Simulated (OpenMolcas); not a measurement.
**Hf³⁺ among point charges: CASSCF and CASPT2 levels and susceptibility**

How does a field of 6 point charges split the states of Hf³⁺, and what χT follows?

The numbers are computed with OpenMolcas 26.06 (state-averaged CASSCF and CASPT2, spin-orbit coupling by RASSI with atomic mean-field integrals), except any that are marked as measured or tabulated.

## Step 1: What is computed

* Species: Hf³⁺ (hafnium, Z = 72, 69 electrons)
* Basis: ANO-RCC-VDZP [7s6p4d2f1g], 68 functions
* Scalar Hamiltonian: DKH2, point nucleus
* Inactive shells: 1s 2s 2p 3s 3p 3d 4s 4p 4d 4f 5s 5p
* Active space: 1 electron in 5 orbitals (5d)
* Some configurations of this space: 5d
* Orbitals: optimised for each spin and parity, averaged over all roots

The outer shells:

5d
```
5d [↑ ][  ][  ][  ][  ]
```

The ion sits among 6 point charges of -1.5 e arranged as an octahedron (Oh), 1.77 Å from the ion.

Each step is its own input file, run in one work folder so that later steps find the files of earlier ones. Labels, J, g values, rates, χT and fits are worked out afterwards by a script from the matrices that RASSI stores. The input lists half of the charges; inversion (Group=XYZ) makes the rest.

## Step 2: One- and two-electron integrals

The input, a.inp:

```
&GATEWAY
Coord
1

Hf 0.0 0.0 0.0
Basis=ANO-RCC-VDZP
Group=XYZ
NoMove
AngMom=0.0 0.0 0.0
AMFI
XField
3 Angstrom 0
1.770000 0.000000 0.000000 -1.500000
0.000000 1.770000 0.000000 -1.500000
0.000000 0.000000 1.770000 -1.500000
&SEWARD
```

Started as:

```sh
$ OMP_NUM_THREADS=1 MOLCAS_MEM=1689 MOLCAS_PROJECT=a pymolcas a.inp > a.log
```

## Step 3: Reference wave functions, doublets of even parity, 5 roots

The input, a.inp:

```
&RASSCF
FileOrb=start.orb
Symmetry=1
Spin=2
nActEl=1 0 0
Inactive=15 19
Ras2=5 0
CIRoot=5 5 1
SDav=5
CIMx=300
Iter=120 100
PrWF=0.3
OrbListing=Nothing
MaxOrb=0
>>> COPY $Project.JobIph JOB001
```

start.orb holds the contracted functions of the basis, ordered by shell, or the orbitals of the step before.

## Step 4: State interaction with spin-orbit coupling

The input, a.inp:

```
&RASSI
NrOfJobIphs=1 5
1 2 3 4 5
IphNames
JOB001
EJob
SpinOrbit
DIPRint=1.0
SOCoupling=1000.0
Subsets=2
Property=9
'ANGMOM' 1 'ANGMOM' 2 'ANGMOM' 3 'MLTPL  1' 1 'MLTPL  1' 2 'MLTPL  1' 3
'AMFI' 1 'AMFI' 2 'AMFI' 3
SOProperty=3
'ANGMOM' 1 'ANGMOM' 2 'ANGMOM' 3
```

## Step 5: CASPT2: IPEA 0.25, imaginary shift 0.1 (closed shells correlated: 4f 5s 5p)

The input, a.inp:

```
>>> COPY JOB001 $Project.JobIph
&CASPT2
Multistate=5 1 2 3 4 5
NoMult
Frozen=14 9
IPEA=0.25
Imaginary=0.1
MaxIter=60
WThr=0.0 0.3 0.05
PrWF=0.5
NoMix
```

(Steps that only read results are left out.)

What does the calculation give? Wanted: spin-free ground state; first state of the same spin within the active space; lowest level; next level.

As calculated:

```
                                            quantity                                                                           value
                                              method  SS-CASPT2, IPEA 0.25, imaginary shift 0.1 (closed shells correlated: 4f 5s 5p)
                              spin-free ground state                                                 2T2, 3-fold in its orbital part
first state of the same spin within the active space                                                                2E at 41100 cm⁻¹
                                        lowest level                                                                       4-fold Γ8
                                          next level                                                                     1388.0 cm⁻¹
                                         χT at 300 K                                                                  0.11 cm³ K/mol
                           effective moment at 300 K                                                                         0.95 μB
```

Cost by method:

```csv
method,time of its own steps,time with the reference
A. CASSCF,2 s,2 s
"B. SS-CASPT2, IPEA 0.25, imaginary shift 0.1, +4f 5s 5p",0.82 s,2.8 s
```

Times are of one thread on a shared host.

What this shows: The spin-free ground state (2T2) comes to 100 % from free-ion D terms and keeps the highest spin of the shell. χT at 300 K is 0.11, against 0.38 cm³ K/mol for the spin alone, so orbital moment lowers it. A ligand-field fit to the states below 45000 cm-1 gives 10Dq = 41065 cm-1, the gap between the two states. CASPT2 does not keep the components of a term degenerate, and the means are used. The field of point charges can differ much from that of real complexes. Point charges carry no covalency, so the field is a model and not that of real ligands.
